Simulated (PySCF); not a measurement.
**A gas-phase reaction: H2O4W + BrH → BrHO3W + H2O**

What reaction energy should one expect for `[O]=[W](=[O])([OH])[OH]` + `Br` → `[O]=[W](=[O])([OH])[Br]` + `O`?

Programs: PySCF 2.14.0. All values are calculated, for the isolated system unless a continuum is named. Atoms count from 0, parts from 1.

### 1 Starting point

Each species was relaxed by itself at PBE0-D3(BJ)/def2-SVP.

### 2 Reaction energy: wB97M-D3(BJ)/def2-TZVPD

What the job is given:

```
{"job": {"kind": "react", "xc": "wB97M-D3(BJ)", "basis": "def2-TZVPD"}, "charge": 0, "multiplicity": 1}
-1 H2O4W charge 0 multiplicity 1
O     -0.091410    -1.725770    -0.718640
W      0.073320    -0.236610     0.092800
O      0.789960    -0.615300     1.591860
O      1.183740     0.920260    -0.883750
O     -1.611990     0.546240     0.358750
H      2.075360     0.851590    -1.238070
H     -2.418940     0.259590     0.797020

-1 BrH charge 0 multiplicity 1
Br     0.714010    -0.001080     0.002120
H     -0.708090     0.004050    -0.002890

+1 BrHO3W charge 0 multiplicity 1
O      1.147200     1.331330    -0.588610
W     -0.061430     0.164630    -0.348490
O      0.182960    -1.007810    -1.550760
O      0.140140    -0.611540     1.335570
Br    -2.231580     1.196760    -0.679970
H      0.822670    -1.073430     1.832180

+1 H2O charge 0 multiplicity 1
O      0.001540     0.398910     0.009760
H      0.753430    -0.202340    -0.004800
H     -0.754960    -0.196540    -0.004980
```

Method: wB97M-D3(BJ)/def2-TZVPD reaction energy of separated species, gas phase.

Run with:

```bash
$ OMP_NUM_THREADS=1 python cluster_run.py task.json out
```

This one command runs all jobs of the session in turn.

The program printed:

```text
species 1 (H2O4W)
coarse grid: 34600 points
cycle   1  E = -368.8553505741  dE = -2.262e+01  |g| = 1.949e+00  |ddm| = 1.474e+01
cycle   2  E = -366.2395112304  dE =  2.616e+00  |g| = 4.352e+00  |ddm| = 3.548e+00
cycle   3  E = -369.4856138022  dE = -3.246e+00  |g| = 5.806e-01  |ddm| = 2.490e+00
cycle   4  E = -369.5323766633  dE = -4.676e-02  |g| = 2.738e-01  |ddm| = 3.828e-01
cycle   5  E = -369.5443610764  dE = -1.198e-02  |g| = 4.149e-02  |ddm| = 1.348e-01
cycle   6  E = -369.5447258097  dE = -3.647e-04  |g| = 7.632e-03  |ddm| = 3.511e-02
cycle   7  E = -369.5447406139  dE = -1.480e-05  |g| = 1.564e-03  |ddm| = 8.363e-03
cycle   8  E = -369.5447412823  dE = -6.684e-07  |g| = 1.486e-03  |ddm| = 2.533e-03
final grid: 71168 points
cycle   9  E = -369.5445169495  dE =  7.076e-07  |g| = 2.777e-03  |ddm| = 3.891e-03
cycle  10  E = -369.5445134442  dE =  3.505e-06  |g| = 5.276e-03  |ddm| = 3.785e-03
cycle  11  E = -369.5445183226  dE = -4.878e-06  |g| = 8.261e-05  |ddm| = 2.438e-03
cycle  12  E = -369.5445183257  dE = -3.130e-09  |g| = 6.658e-05  |ddm| = 1.146e-04
cycle  13  E = -369.5445183275  dE = -1.740e-09  |g| = 3.567e-05  |ddm| = 9.738e-05
cycle  14  E = -369.5445183278  dE = -3.706e-10  |g| = 1.170e-05  |ddm| = 3.978e-05
converged SCF energy = -369.5445183278

species 2 (BrH)
coarse grid: 9808 points
cycle   1  E = -2574.7445270216  dE = -1.114e+00  |g| = 2.813e-01  |ddm| = 9.891e-01
cycle   2  E = -2574.7574656133  dE = -1.294e-02  |g| = 1.487e-01  |ddm| = 2.652e-01
cycle   3  E = -2574.7608924175  dE = -3.427e-03  |g| = 8.639e-03  |ddm| = 8.694e-02
cycle   4  E = -2574.7609297075  dE = -3.729e-05  |g| = 2.515e-03  |ddm| = 1.266e-02
cycle   5  E = -2574.7609341080  dE = -4.400e-06  |g| = 6.636e-04  |ddm| = 4.933e-03
final grid: 18448 points
cycle   6  E = -2574.7609188824  dE = -1.902e-07  |g| = 4.144e-04  |ddm| = 9.397e-04
cycle   7  E = -2574.7609189100  dE = -2.763e-08  |g| = 2.981e-04  |ddm| = 4.149e-04
cycle   8  E = -2574.7609189179  dE = -7.838e-09  |g| = 3.347e-05  |ddm| = 1.454e-04
cycle   9  E = -2574.7609189189  dE = -1.033e-09  |g| = 1.092e-05  |ddm| = 6.318e-05
cycle  10  E = -2574.7609189189  dE = -5.411e-11  |g| = 1.699e-06  |ddm| = 1.272e-05
converged SCF energy = -2574.7609189189

species 3 (BrHO3W)
coarse grid: 34280 points
cycle   1  E = -2867.2063525334  dE = -2.336e+01  |g| = 1.848e+00  |ddm| = 1.593e+01
cycle   2  E = -2863.9714135415  dE =  3.235e+00  |g| = 4.652e+00  |ddm| = 3.639e+00
cycle   3  E = -2867.8017871663  dE = -3.830e+00  |g| = 4.654e-01  |ddm| = 2.589e+00
cycle   4  E = -2867.8253868416  dE = -2.360e-02  |g| = 2.889e-01  |ddm| = 3.587e-01
cycle   5  E = -2867.8389683557  dE = -1.358e-02  |g| = 3.465e-02  |ddm| = 1.381e-01
cycle   6  E = -2867.8392362580  dE = -2.679e-04  |g| = 1.019e-02  |ddm| = 3.283e-02
cycle   7  E = -2867.8392658697  dE = -2.961e-05  |g| = 2.608e-03  |ddm| = 1.307e-02
cycle   8  E = -2867.8392699023  dE = -4.033e-06  |g| = 1.553e-03  |ddm| = 4.896e-03
final grid: 67664 points
cycle   9  E = -2867.8391247314  dE = -7.011e-07  |g| = 1.728e-03  |ddm| = 4.440e-03
cycle  10  E = -2867.8391239520  dE =  7.794e-07  |g| = 2.852e-03  |ddm| = 2.582e-03
cycle  11  E = -2867.8391253433  dE = -1.391e-06  |g| = 4.483e-04  |ddm| = 1.596e-03
cycle  12  E = -2867.8391253859  dE = -4.260e-08  |g| = 1.112e-04  |ddm| = 3.145e-04
cycle  13  E = -2867.8391254017  dE = -1.577e-08  |g| = 1.152e-04  |ddm| = 3.837e-04
cycle  14  E = -2867.8391254045  dE = -2.847e-09  |g| = 1.504e-05  |ddm| = 9.179e-05
cycle  15  E = -2867.8391254046  dE = -1.269e-10  |g| = 8.296e-06  |ddm| = 2.452e-05
converged SCF energy = -2867.8391254046

species 4 (H2O)
coarse grid: 10128 points
cycle   1  E = -76.4112785801  dE = -7.586e-02  |g| = 5.877e-01  |ddm| = 8.983e-01
cycle   2  E = -76.4079669163  dE =  3.312e-03  |g| = 6.488e-01  |ddm| = 5.052e-01
cycle   3  E = -76.4758481051  dE = -6.788e-02  |g| = 2.769e-02  |ddm| = 2.389e-01
cycle   4  E = -76.4759751649  dE = -1.271e-04  |g| = 5.527e-03  |ddm| = 1.585e-02
cycle   5  E = -76.4759838915  dE = -8.727e-06  |g| = 8.127e-04  |ddm| = 5.749e-03
final grid: 21952 points
cycle   6  E = -76.4759830445  dE = -1.923e-07  |g| = 5.869e-04  |ddm| = 1.364e-03
cycle   7  E = -76.4759830505  dE = -5.989e-09  |g| = 6.512e-04  |ddm| = 6.402e-04
cycle   8  E = -76.4759831152  dE = -6.469e-08  |g| = 3.173e-05  |ddm| = 2.259e-04
cycle   9  E = -76.4759831160  dE = -8.271e-10  |g| = 4.204e-06  |ddm| = 1.071e-04
converged SCF energy = -76.4759831160

Reaction energy = -6.185 kcal/mol
```

Run time: 46 s. Hardware: 1 thread of Arm Neoverse V1, shared host; peak memory 0.79 GiB.

Species by species (with the dispersion term, which the log's SCF energies lack):

```csv
ν,species,energy (Eh),HOMO (eV)
-1,[O]=[W](=[O])([OH])[OH],-369.55017,-11.26
-1,Br,-2574.76149,-11.15
+1,[O]=[W](=[O])([OH])[Br],-2867.84478,-11.38
+1,O,-76.47674,-11.73
```

### 3 Reaction energy: PBE0-D3(BJ)/def2-TZVPD

The job, as its differences from that of step 2:

```diff
@@ -1,2 +1,2 @@
-{"job": {"kind": "react", "xc": "wB97M-D3(BJ)", "basis": "def2-TZVPD"}, "charge": 0, "multiplicity": 1}
+{"job": {"kind": "react", "xc": "PBE0", "basis": "def2-TZVPD", "disp": "d3bj"}, "charge": 0, "multiplicity": 1}
 -1 H2O4W charge 0 multiplicity 1
```

With the program's defaults for keys left out, this is: PBE0-D3(BJ)/def2-TZVPD reaction energy of separated species, gas phase.

The program printed:

```text
species 1 (H2O4W)
coarse grid: 34600 points
cycle   1  E = -368.3800720975  dE = -2.207e+01  |g| = 2.102e+00  |ddm| = 1.474e+01
cycle   2  E = -361.0626736233  dE =  7.317e+00  |g| = 6.190e+00  |ddm| = 4.726e+00
cycle   3  E = -368.9279265670  dE = -7.865e+00  |g| = 1.196e+00  |ddm| = 3.891e+00
cycle   4  E = -369.1254460619  dE = -1.975e-01  |g| = 6.704e-01  |ddm| = 9.138e-01
cycle   5  E = -369.2022516289  dE = -7.681e-02  |g| = 1.151e-01  |ddm| = 3.330e-01
cycle   6  E = -369.2048923984  dE = -2.641e-03  |g| = 4.163e-02  |ddm| = 9.246e-02
cycle   7  E = -369.2051953691  dE = -3.030e-04  |g| = 1.704e-02  |ddm| = 2.672e-02
cycle   8  E = -369.2052451323  dE = -4.976e-05  |g| = 5.284e-03  |ddm| = 1.036e-02
cycle   9  E = -369.2052504262  dE = -5.294e-06  |g| = 5.736e-04  |ddm| = 2.811e-03
final grid: 71168 points
cycle  10  E = -369.2052474585  dE = -1.299e-07  |g| = 7.454e-04  |ddm| = 2.434e-03
cycle  11  E = -369.2052470770  dE =  3.815e-07  |g| = 1.615e-03  |ddm| = 1.168e-03
cycle  12  E = -369.2052475290  dE = -4.520e-07  |g| = 3.676e-04  |ddm| = 9.210e-04
cycle  13  E = -369.2052475525  dE = -2.349e-08  |g| = 9.225e-05  |ddm| = 2.101e-04
cycle  14  E = -369.2052475541  dE = -1.571e-09  |g| = 5.901e-06  |ddm| = 5.177e-05
cycle  15  E = -369.2052475541  dE = -5.002e-12  |g| = 6.344e-06  |ddm| = 6.644e-06
converged SCF energy = -369.2052475541

species 2 (BrH)
coarse grid: 9808 points
cycle   1  E = -2574.4494959231  dE = -1.080e+00  |g| = 2.722e-01  |ddm| = 1.043e+00
cycle   2  E = -2574.4541293269  dE = -4.633e-03  |g| = 1.697e-01  |ddm| = 2.595e-01
cycle   3  E = -2574.4588726339  dE = -4.743e-03  |g| = 2.987e-02  |ddm| = 1.190e-01
cycle   4  E = -2574.4591011934  dE = -2.286e-04  |g| = 4.144e-03  |ddm| = 2.197e-02
cycle   5  E = -2574.4591051778  dE = -3.984e-06  |g| = 1.308e-03  |ddm| = 4.257e-03
final grid: 18448 points
cycle   6  E = -2574.4591063338  dE = -6.972e-08  |g| = 1.372e-03  |ddm| = 2.019e-03
cycle   7  E = -2574.4591063480  dE = -1.425e-08  |g| = 1.396e-03  |ddm| = 1.787e-03
cycle   8  E = -2574.4591065681  dE = -2.200e-07  |g| = 5.112e-05  |ddm| = 8.377e-04
cycle   9  E = -2574.4591065687  dE = -6.635e-10  |g| = 1.020e-05  |ddm| = 4.388e-05
converged SCF energy = -2574.4591065687

species 3 (BrHO3W)
coarse grid: 34280 points
cycle   1  E = -2866.5605420499  dE = -2.288e+01  |g| = 1.968e+00  |ddm| = 1.591e+01
cycle   2  E = -2857.1716360639  dE =  9.389e+00  |g| = 6.382e+00  |ddm| = 6.377e+00
cycle   3  E = -2867.0731450813  dE = -9.902e+00  |g| = 1.050e+00  |ddm| = 5.680e+00
cycle   4  E = -2867.2004727805  dE = -1.273e-01  |g| = 7.363e-01  |ddm| = 9.301e-01
cycle   5  E = -2867.2946676612  dE = -9.419e-02  |g| = 8.103e-02  |ddm| = 3.656e-01
cycle   6  E = -2867.2958160052  dE = -1.148e-03  |g| = 3.808e-02  |ddm| = 8.032e-02
cycle   7  E = -2867.2960842727  dE = -2.683e-04  |g| = 8.824e-03  |ddm| = 2.726e-02
cycle   8  E = -2867.2960873193  dE = -3.047e-06  |g| = 9.368e-03  |ddm| = 1.129e-02
cycle   9  E = -2867.2961022634  dE = -1.494e-05  |g| = 2.787e-03  |ddm| = 5.544e-03
cycle  10  E = -2867.2961039456  dE = -1.682e-06  |g| = 7.616e-04  |ddm| = 2.476e-03
final grid: 67664 points
cycle  11  E = -2867.2961689872  dE =  1.441e-07  |g| = 1.546e-03  |ddm| = 3.149e-03
cycle  12  E = -2867.2961658246  dE =  3.163e-06  |g| = 4.342e-03  |ddm| = 3.156e-03
cycle  13  E = -2867.2961693952  dE = -3.571e-06  |g| = 4.834e-04  |ddm| = 2.340e-03
cycle  14  E = -2867.2961694433  dE = -4.814e-08  |g| = 5.383e-05  |ddm| = 3.785e-04
cycle  15  E = -2867.2961694439  dE = -5.402e-10  |g| = 2.316e-05  |ddm| = 4.255e-05
converged SCF energy = -2867.2961694439

species 4 (H2O)
coarse grid: 2328 points
cycle   1  E = -76.3041984207  dE = -6.751e-03  |g| = 6.565e-01  |ddm| = 9.000e-01
cycle   2  E = -76.1865681243  dE =  1.176e-01  |g| = 1.039e+00  |ddm| = 7.282e-01
cycle   3  E = -76.3819153014  dE = -1.953e-01  |g| = 3.127e-02  |ddm| = 4.424e-01
cycle   4  E = -76.3820969034  dE = -1.816e-04  |g| = 5.927e-03  |ddm| = 1.606e-02
cycle   5  E = -76.3821021735  dE = -5.270e-06  |g| = 7.964e-04  |ddm| = 2.549e-03
final grid: 21952 points
cycle   6  E = -76.3808165483  dE = -1.513e-05  |g| = 3.478e-03  |ddm| = 8.929e-03
cycle   7  E = -76.3808145153  dE =  2.033e-06  |g| = 4.810e-03  |ddm| = 3.340e-03
cycle   8  E = -76.3808183270  dE = -3.812e-06  |g| = 2.549e-04  |ddm| = 1.992e-03
cycle   9  E = -76.3808183379  dE = -1.091e-08  |g| = 2.356e-05  |ddm| = 1.111e-04
cycle  10  E = -76.3808183380  dE = -1.084e-10  |g| = 3.382e-06  |ddm| = 1.484e-05
converged SCF energy = -76.3808183380

Reaction energy = -8.439 kcal/mol
```

Run time: 25 s. Hardware: 1 thread of Arm Neoverse V1, shared host; peak memory 0.72 GiB.

Reaction energy at this level: -8.44 kcal/mol.

### 4 Side by side

Energies in kcal/mol, with wall time:

```csv
run,reaction,time
wB97M-D3(BJ)/def2-TZVPD,-6.18,46 s
PBE0-D3(BJ)/def2-TZVPD,-8.44,25 s
```

### 5 Results

| quantity | value |
| --- | --- |
| reaction energy (wB97M-D3(BJ)/def2-TZVPD) | -6.18 kcal/mol |
| ΔH, ΔG at 298 K (xTB thermal terms) | -3.0, -2.9 kcal/mol |
| range of the reaction energy over the runs of this table | -8.44 to -6.18 kcal/mol |

In words: The reaction is exothermic by 3.0 kcal/mol in the gas phase; dispersion gives -0.12, and xTB itself gave -40.15 for the electronic energy (xTB energies and thermal terms come from the earlier relaxation of each species, not shown). No barrier was sought. xTB and this level differ widely in the electronic energy, so what comes from xTB (the thermal terms above all) is less safe here. The reaction energy runs from -8.44 (PBE0-D3(BJ)/def2-TZVPD) to -6.18 kcal/mol (wB97M-D3(BJ)/def2-TZVPD).
